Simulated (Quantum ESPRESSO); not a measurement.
# InSb3 (Pm-3m) in Quantum ESPRESSO: further runs, part 2 of 2

Quantum ESPRESSO 7.5. The steps go on from the part before.

**5. Single point, r2SCAN, 27.20 Å³/atom**

Contents of pw.in:

```
&CONTROL
  calculation = 'scf'
  prefix = 'pwscf'
  outdir = './tmp'
  pseudo_dir = './pseudo'
  tprnfor = .true.
  tstress = .true.
  disk_io = 'nowf'
/
&SYSTEM
  ibrav = 0
  nat = 4
  ntyp = 2
  ecutwfc = 70
  nbnd = 39
  input_dft = 'r2scan'
  occupations = 'smearing'
  smearing = 'fd'
  degauss = 0.00367493
  nosym = .true.
  nr1 = 60
  nr2 = 60
  nr3 = 60
/
&ELECTRONS
  conv_thr = 1d-08
  electron_maxstep = 120
  mixing_beta = 0.5
/
ATOMIC_SPECIES
Sb   121.7600 Sb_ONCV_PBE-1.2.upf
In   114.8180 In_ONCV_PBE-1.2.upf
CELL_PARAMETERS angstrom
   4.7741085314    0.0000000000    0.0000000000
   0.0000000000    4.7741085314    0.0000000000
   0.0000000000    0.0000000000    4.7741085314
ATOMIC_POSITIONS crystal
Sb     0.5000000000    0.5000000000    0.0000000000
Sb     0.0000000000    0.5000000000    0.5000000000
Sb     0.5000000000    0.0000000000    0.5000000000
In     0.0000000000    0.0000000000    0.0000000000
K_POINTS automatic
3 3 3 0 0 0
```

Started as:

```sh
> OMP_NUM_THREADS=1 mpirun -n 2 pw.x -nk 2 -in pw.in > pw.out
```

Wall time 2 min (2 MPI ranks of Arm Neoverse V2, shared host); peak memory 0.38 GiB.

The run converged. Its results:

```
Free energy            : -7140.9688 eV
Pressure               : -1.4 GPa
Band gap on the k mesh : none (metal or under the smearing width)
```

Caveat: the k mesh is coarse (spacing up to 0.44 Å⁻¹), so the values aren't converged; the potentials were made for another functional, which shifts forces and pressure.

**6. Single point, r2SCAN, 27.76 Å³/atom**

Changes to pw.in since step 5:

```diff
@@ -33,5 +33,5 @@
 CELL_PARAMETERS angstrom
-   4.7741085314    0.0000000000    0.0000000000
-   0.0000000000    4.7741085314    0.0000000000
-   0.0000000000    0.0000000000    4.7741085314
+   4.8063670000    0.0000000000    0.0000000000
+   0.0000000000    4.8063670000    0.0000000000
+   0.0000000000    0.0000000000    4.8063670000
 ATOMIC_POSITIONS crystal
```

Potentials or basis: SG15 PBE 1.2.

Started as:

```sh
> OMP_NUM_THREADS=1 mpirun -n 2 pw.x -nk 2 -in pw.in > pw.out
```

It took 2.2 min on 2 MPI ranks of Arm Neoverse V2, shared host; peak memory 0.38 GiB.

It converged, with:

```yaml
Free_energy: -7140.9439 eV
Pressure: -2.4 GPa
Band_gap_on_the_k_mesh: none (metal or under the smearing width)
```

Caveat: the k mesh is coarse (spacing up to 0.44 Å⁻¹), so the values aren't converged; the potentials were made for another functional, which shifts forces and pressure.

**7. Single point, r2SCAN, 28.31 Å³/atom**

Changes to pw.in since step 6:

```diff
@@ -33,5 +33,5 @@
 CELL_PARAMETERS angstrom
-   4.8063670000    0.0000000000    0.0000000000
-   0.0000000000    4.8063670000    0.0000000000
-   0.0000000000    0.0000000000    4.8063670000
+   4.8381981727    0.0000000000    0.0000000000
+   0.0000000000    4.8381981727    0.0000000000
+   0.0000000000    0.0000000000    4.8381981727
 ATOMIC_POSITIONS crystal
```

Started as:

```sh
> OMP_NUM_THREADS=1 mpirun -n 2 pw.x -nk 2 -in pw.in > pw.out
```

It took 2.2 min on 2 MPI ranks of Arm Neoverse V2, shared host; peak memory 0.38 GiB.

It converged, with:

- Free energy: -7140.9055 eV
- Pressure: -3.3 GPa
- Band gap on the k mesh: none (metal or under the smearing width)

Caveat: the k mesh is coarse (spacing up to 0.43 Å⁻¹), so the values aren't converged; the potentials were made for another functional, which shifts forces and pressure.

**8. Single point, r2SCAN, 28.87 Å³/atom**

Changes to pw.in since step 7:

```diff
@@ -33,5 +33,5 @@
 CELL_PARAMETERS angstrom
-   4.8381981727    0.0000000000    0.0000000000
-   0.0000000000    4.8381981727    0.0000000000
-   0.0000000000    0.0000000000    4.8381981727
+   4.8696159243    0.0000000000    0.0000000000
+   0.0000000000    4.8696159243    0.0000000000
+   0.0000000000    0.0000000000    4.8696159243
 ATOMIC_POSITIONS crystal
```

Started as:

```sh
> OMP_NUM_THREADS=1 mpirun -n 2 pw.x -nk 2 -in pw.in > pw.out
```

Wall time 2 min (2 MPI ranks of Arm Neoverse V2, shared host); peak memory 0.38 GiB.

Results (log left out):

```yaml
Free_energy: -7140.8552 eV
Pressure: -4.1 GPa
Band_gap_on_the_k_mesh: none (metal or under the smearing width)
```

Caveat: the k mesh is coarse (spacing up to 0.43 Å⁻¹), so the values aren't converged; the potentials were made for another functional, which shifts forces and pressure.

**9. Single point, r2SCAN, 29.42 Å³/atom**

Changes to pw.in since step 8:

```diff
@@ -33,5 +33,5 @@
 CELL_PARAMETERS angstrom
-   4.8696159243    0.0000000000    0.0000000000
-   0.0000000000    4.8696159243    0.0000000000
-   0.0000000000    0.0000000000    4.8696159243
+   4.9006334225    0.0000000000    0.0000000000
+   0.0000000000    4.9006334225    0.0000000000
+   0.0000000000    0.0000000000    4.9006334225
 ATOMIC_POSITIONS crystal
```

Potentials or basis: SG15 PBE 1.2.

Started as:

```sh
> OMP_NUM_THREADS=1 mpirun -n 2 pw.x -nk 2 -in pw.in > pw.out
```

Run time: 2.2 min. Hardware: 2 MPI ranks of Arm Neoverse V2, shared host; peak memory 0.38 GiB.

It converged, with:

```
Free energy            : -7140.7943 eV
Pressure               : -4.8 GPa
Band gap on the k mesh : none (metal or under the smearing width)
```

Caveat: the k mesh is coarse (spacing up to 0.43 Å⁻¹), so the values aren't converged; the potentials were made for another functional, which shifts forces and pressure.

**10. Equation of state, r2SCAN**

This step only gathers the single runs of the series.

Results:

| Property | Result |
| --- | --- |
| Equilibrium volume | 26.58 Å³/atom |
| Bulk modulus | 58 GPa |
| Pressure derivative of the bulk modulus | 4.3 |

Energy against volume, from the lowest point:
| volume (Å³/atom) | energy (meV/atom) |
| --- | --- |
| 26.093 | 1.63 |
| 26.648 | 0.00 |
| 27.203 | 2.54 |
| 27.758 | 8.77 |
| 28.313 | 18.35 |
| 28.868 | 30.93 |
| 29.424 | 46.17 |

Caveat: the k mesh is coarse (spacing up to 0.44 Å⁻¹), so the values aren't converged; the potentials were made for another functional, which shifts forces and pressure. Spin-orbit coupling is left out, which matters for the levels of Sb.
